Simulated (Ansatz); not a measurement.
# CH5NSn, SMILES C=[N][SnH3]: a short molecular-dynamics run

Program: the Python package of Ansatz (0.2.0).

The cells in order, each with its output:

In [1]:
```python
import ansatz as az
from ase import Atoms
import numpy as np
```

In [2]:
```python
atoms = Atoms(["C", "N", "Sn", "H", "H", "H", "H", "H"], positions=[
    (-0.995, 0.5253, -1.1869),
    (-0.8802, -0.4482, -0.435),
    (0.6573, -0.5268, 0.8708),
    (-1.8052, 0.6036, -1.8925),
    (-0.3552, 1.4035, -1.1821),
    (0.5786, 0.83, 2.0014),
    (2.2247, -0.4244, 0.0051),
    (0.667, -2.0201, 1.7635),
])
mol = az.Crystal.molecule_from_ase(atoms)
```

In [3]:
```python
calculation = (
    mol.calculation()
    .basis(gaussian="def2-SVP")
    .functional("blyp", dispersion="d4")
)
symbols = [site.symbol for site in mol.cartesian_sites]
start = np.array([site.position_ang for site in mol.cartesian_sites], dtype=float)
rep = calculation.relax(force_tolerance=0.02).run(threads=1).report
end = np.array(rep["positions_ang"])
minimum = az.Crystal.molecule()
for symbol, place in zip(symbols, end):
    minimum = minimum.atom(symbol, place.tolist())
```

In [4]:
```python
# dynamics from the relaxed geometry
calculation = (
    minimum.calculation()
    .basis(gaussian="def2-SVP")
    .functional("blyp", dispersion="d4")
    .md("nvt_langevin", timestep=1.0, steps=20, temperature=500, initial_velocities="maxwell_boltzmann", seed=70, friction=0.01)
)
frames = []
result = calculation.session().plan().execute(on_event=lambda e: frames.append(e["data"]) if e["event"] == "md_step" else None)
print("t (fs)   E_pot (eV)      E_kin (eV)   T (K)   d(0-1) (A)")
for f in frames[::1]:
    xyz = np.array(f["positions_ang"])
    print(f"{f['time_fs']:6.2f} {f['lagrangian_ev']:14.5f} {f['e_kin_ev']:10.5f} {f['temperature_k']:8.1f} {np.linalg.norm(xyz[0] - xyz[1]):9.4f}")
print("mean temperature", round(float(np.mean([f["temperature_k"] for f in frames])), 1), "K")
```
```text
t (fs)   E_pot (eV)      E_kin (eV)   T (K)   d(0-1) (A)
  0.00    -8433.83454    0.45241    437.5    1.2762
  1.00    -8433.81469    0.48883    472.7    1.2667
  2.00    -8433.76173    0.46643    451.1    1.2582
  3.00    -8433.69550    0.35205    340.5    1.2507
  4.00    -8433.64137    0.29993    290.0    1.2455
  5.00    -8433.61375    0.23638    228.6    1.2440
  6.00    -8433.61209    0.22158    214.3    1.2467
  7.00    -8433.62178    0.25295    244.6    1.2530
  8.00    -8433.62566    0.27008    261.2    1.2628
  9.00    -8433.61574    0.25148    243.2    1.2740
 10.00    -8433.59328    0.20565    198.9    1.2841
 11.00    -8433.56830    0.16078    155.5    1.2919
 12.00    -8433.54627    0.14237    137.7    1.2961
 13.00    -8433.52851    0.14247    137.8    1.2984
 14.00    -8433.52286    0.16890    163.3    1.2991
 15.00    -8433.53784    0.15434    149.3    1.2974
 16.00    -8433.57525    0.20483    198.1    1.2942
 17.00    -8433.62176    0.27847    269.3    1.2902
 18.00    -8433.66017    0.33134    320.4    1.2847
 19.00    -8433.67733    0.32123    310.6    1.2784
 20.00    -8433.66974    0.32871    317.9    1.2734
mean temperature 263.9 K
```

What to keep in mind:
- Total energies depend on the basis set; only differences at equal settings carry meaning.
- The trajectory is only some femtoseconds long, so its temperature is not equilibrated; where the script doesn't relax first, it starts from a rough generated geometry.
- def2 sets replace the cores of elements past krypton by effective core potentials.
- The printed temperature counts all 3N degrees of freedom under Langevin dynamics, so the first row lies under the target.
- With hydrogen a step over 0.5 fs is long.
- The whole script took 59 s on 1 thread of AMD EPYC 9B14 (Zen 4), on a shared host, peak memory 0.21 GiB.
